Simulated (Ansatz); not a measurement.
# CH5BFN (SMILES CB(N)F): r2SCAN/cc-pVDZ

Aim: the vertical ionisation energy of CH5BFN at r2SCAN/cc-pVDZ, from 2 runs. 

The calculation is run with Ansatz 0.2.0.

126 further runs of the same task are left out: 126 set aside as unsound or not needed.

## 1. Starting point

The species is CH5BFN (9 atoms), meant as a singlet with charge 0. As SMILES, `CB(N)F`. The coordinates come from a PBE0-D4/def2-TZVP relaxation.

Bond lengths: C1–B2 1.566 Å, B2–N3 1.396 Å, B2–F4 1.347 Å, C1–H5 1.094 Å, C1–H6 1.091 Å, C1–H7 1.094 Å, N3–H8 1.006 Å, N3–H9 1.003 Å. Some angles: C1–B2–N3 124.5°, C1–B2–F4 118.6°, N3–B2–F4 116.9°, B2–C1–H5 110.2°, B2–C1–H6 113.8°, B2–C1–H7 110.2°, B2–N3–H8 122.4°, B2–N3–H9 123.0°, H5–C1–H6 108.1°, H5–C1–H7 106.2°.

## 2. A single-point energy at r2SCAN/cc-pVDZ

File run.yaml:

```yaml
crystal:
  periodic: [false, false, false]
  atoms:
    - symbol: C
      position_ang: [-0.428400, 0.964700, -0.539000]
    - symbol: B
      position_ang: [0.098200, -0.482300, -0.251400]
    - symbol: "N"
      position_ang: [0.546200, -0.928100, 0.993800]
    - symbol: F
      position_ang: [0.128500, -1.370900, -1.263800]
    - symbol: H
      position_ang: [0.176600, 1.438400, -1.318100]
    - symbol: H
      position_ang: [-0.424000, 1.616300, 0.336600]
    - symbol: H
      position_ang: [-1.450400, 0.924300, -0.928000]
    - symbol: H
      position_ang: [0.878700, -1.865200, 1.143700]
    - symbol: H
      position_ang: [0.563100, -0.343500, 1.809000]
basis:
  gaussian: {orbitals: cc-pVDZ}
hamiltonian: {xc: {name: r2SCAN}}
accuracy: high
output: {orbitals: {seedname: orbitals}}
```

On the command line:

```bash
$ ansatz run run.yaml --threads 1 --pin off --max-ram 3480MiB --events-out events.jsonl --progress --plain --runs-dir runs
```

What it wrote:

```text
Warning: RAYON_NUM_THREADS=1 ignored (pool sized by the plan → 1); use --threads N
Functional definition: r2SCAN
  name "r2SCAN"
  parameter k0 = 0.174
  parameter k1 = 0.065
  parameter a1 = 4.9479
  exchange = r2scan_x(k0 = k0, k1 = k1, a1 = a1)
  correlation = r2scan_c
1903 factors; integrals over basis functions are off by at most 3.3e-9 eV
mean field evaluation 1: about -5992.4088 eV, gradient 6.8e1 eV
mean field evaluation 2: about -5984.3732 eV, gradient 8.7e1 eV
mean field evaluation 4: about -6002.0551 eV, gradient 3.8e0 eV
mean field evaluation 8: about -6002.0819 eV, gradient 9.1e-2 eV
mean field evaluation 16: about -6002.0820 eV, gradient 2.3e-6 eV
mean field -6002.08196124 eV, -220.5724437183 hartree, gradient 4.5e-8 eV, S^2 0.000000; 0 other end points of the search recorded, 0 dependent functions left out
reference -6002.08196195 eV, -220.5724437445 hartree; 16, 16 occupied and 65, 65 virtual orbitals, 1903 factors
Total energy: -6002.08196195 eV, -220.5724437445 hartree
```

Wall time 10 s (1 thread of Arm Neoverse V1, shared host); peak memory 0.25 GiB.

## 3. The doublet cation, same level

File job.yaml:

```yaml
crystal:
  periodic: [false, false, false]
  atoms:
    - {symbol: C, position_ang: [-0.428400, 0.964700, -0.539000]}
    - {symbol: B, position_ang: [0.098200, -0.482300, -0.251400]}
    - {symbol: N, position_ang: [0.546200, -0.928100, 0.993800]}
    - {symbol: F, position_ang: [0.128500, -1.370900, -1.263800]}
    - {symbol: H, position_ang: [0.176600, 1.438400, -1.318100]}
    - {symbol: H, position_ang: [-0.424000, 1.616300, 0.336600]}
    - {symbol: H, position_ang: [-1.450400, 0.924300, -0.928000]}
    - {symbol: H, position_ang: [0.878700, -1.865200, 1.143700]}
    - {symbol: H, position_ang: [0.563100, -0.343500, 1.809000]}
basis:
  gaussian:
    orbitals: cc-pVDZ
total_charge: 1
magnetization:
  spin_polarized: true
  initial_magnetization: 1
hamiltonian:
  xc: r2scan
accuracy: high
output:
  orbitals: {seedname: orbitals}
```

On the command line:

```bash
$ ansatz run job.yaml --threads 1 --pin off --max-ram 3480MiB --events-out events.jsonl --progress --plain --runs-dir runs
```

What it wrote, cut to the lines that bear on the results:

```text
Warning: RAYON_NUM_THREADS=1 ignored (pool sized by the plan → 1); use --threads N
[... 7 set-up lines as earlier in the session ...]
1903 factors; integrals over basis functions are off by at most 3.3e-9 eV
mean field evaluation 1: about -5979.0829 eV, gradient 5.6e1 eV
mean field evaluation 2: about -5959.0590 eV, gradient 8.9e1 eV
mean field evaluation 4: about -5991.5041 eV, gradient 3.7e0 eV
mean field evaluation 8: about -5991.5876 eV, gradient 5.5e-1 eV
mean field evaluation 16: about -5991.5893 eV, gradient 1.5e-4 eV
mean field evaluation 32: about -5988.1385 eV, gradient 2.2e1 eV
mean field -5991.58930058 eV, -220.1868455512 hartree, gradient 8.0e-8 eV, S^2 0.755884; 5 other end points of the search recorded, 0 dependent functions left out
reference -5991.58930246 eV, -220.1868456202 hartree; 16, 15 occupied and 65, 66 virtual orbitals, 1903 factors
Total energy: -5991.58930246 eV, -220.1868456202 hartree
```

It took 25 s on 1 thread of Arm Neoverse V1, shared host; peak memory 0.38 GiB.

## 4. Outcome

At r2SCAN/cc-pVDZ:

| quantity | value |
| --- | --- |
| singlet CH5BFN: total energy | -220.57244 Eh |
| singlet CH5BFN: HOMO energy | -6.82 eV |
| singlet CH5BFN: LUMO energy | 1.25 eV |
| singlet CH5BFN: HOMO–LUMO gap | 8.07 eV |
| doublet cation: total energy | -220.18685 Eh |
| doublet cation: HOMO energy (highest over α and β) | -14.29 eV |
| doublet cation: LUMO energy (lowest over α and β) | -13.87 eV |
| doublet cation: ⟨S²⟩ | 0.756 |
| vertical ionisation energy (to the doublet cation) | 10.493 eV |

What this shows: The vertical ionisation energy comes to 10.49 eV (242 kcal/mol). The negative HOMO energy of the first species, 6.82 eV, lies 3.68 eV below that difference.
